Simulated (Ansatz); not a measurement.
# VCl2O: squeezing one contact

An exercise on one series of results from a longer session: the logs are not shown, and one member is left open.

Method: DFT, PBEsol, PAW with Ansatz's default frozen-core files, scalar-relativistic, in Ansatz 0.2.0.

2 further runs of the same task are left out: 2 that didn't finish. Runs told in other sessions of the task aren't counted.

**The structure to begin with**

Symmetry: Immm, No. 71, orthorhombic system. Conventional cell: a = 3.518 Å, b = 3.642 Å, c = 13.089 Å, α = 90.00°, β = 90.00°, γ = 90.00°. V (site symmetry mmm) is surrounded by 2 O at 1.82 Å and 4 Cl at 2.42 Å. Around Cl (site symmetry mm2) lie 2 V at 2.42 Å. O (site symmetry mmm) has 2 V at 1.82 Å in its first shell of neighbours.

As a file:

```
V Cl O
1.0
    -1.75894    1.82108    6.54455
     1.75894   -1.82108    6.54455
     1.75894    1.82108   -6.54455
V Cl O
1 2 1
Direct
  0.50000 0.00000 0.50000
  0.62718 0.62718 0.00000
  0.37282 0.37282 0.00000
  0.00000 0.00000 0.00000
```

Atoms are numbered in the order of the input: V1, Cl2, Cl3, O4.

Set-up of the first run:

input.yaml reads:

```yaml
crystal:
  lattice:
    - [-1.758944, 1.82108, 6.544549]
    - [1.758944, -1.82108, 6.544549]
    - [1.758944, 1.82108, -6.544549]
  atoms:
    - { symbol: V, position: [0.5, 0.0, 0.5], spin: 1.5 }
    - { symbol: Cl, position: [0.627182, 0.627182, 0.0] }
    - { symbol: Cl, position: [0.372818, 0.372818, 0.0] }
    - { symbol: O, position: [0.0, 0.0, 0.0] }
magnetization:
  spin_polarized: true
kpoints:
  mp_grid: { grid: [8, 8, 8] }
scf:
  occupations: { method: fermi_dirac, width: 0.03 }
hamiltonian:
  xc: pbesol
  pseudopotentials: { kind: paw }
output:
  forces: true
  stress: true
  eigenvalues: true
  populations: true
```

On the command line:

```sh
$ ansatz run input.yaml --threads 1 --pin off --max-ram 3072MiB --backend cpu --events-out ev --progress --plain --runs-dir out
```

Among the steps run: Shortest bond scaled by 1, PAW; Shortest bond scaled by 1.05, PAW; Shortest bond scaled by 0.95, PAW; Shortest bond scaled by 0.8, PAW; Shortest bond scaled by 0.7, PAW; Shortest bond scaled by 0.7, PAW (cutoff 800 eV).

One table of the session follows, with a row left open; its other results are not shown here.

| method | length (Å) | F from the given length (eV/cell) | force along the bond (eV/Å) | pressure (GPa) | largest force (eV/Å) | moment V1 (μB) |
| --- | --- | --- | --- | --- | --- | --- |
| PAW | 1.275 | 4.125 | 34.314 | 27.45 | 34.480 | 0.43 |
| PAW | 1.457 | 0.574 | 8.860 | 6.97 | 9.170 | 0.56 |
| PAW | 1.730 | ? | ? | ? | ? | ? |
| PAW | 1.821 | 0.000 | 0.000 | -5.20 | 0.546 | 0.80 |
| PAW | 1.912 | -0.035 | 0.641 | -4.50 | 0.850 | 0.75 |
| PAW (cutoff 800 eV) | 1.275 | – | 34.086 | 27.26 | 34.252 | 0.43 |

Q: Estimate the row for PAW, 1.730 from the others.

The run gave: F from the given length (eV/cell): -0.035; force along the bond (eV/Å): -0.641; pressure (GPa): -4.50; largest force (eV/Å): 0.850; moment V1 (μB): 0.75.

Caveats from the session: Other magnetic orders may lie lower; this is the state that the run reached.
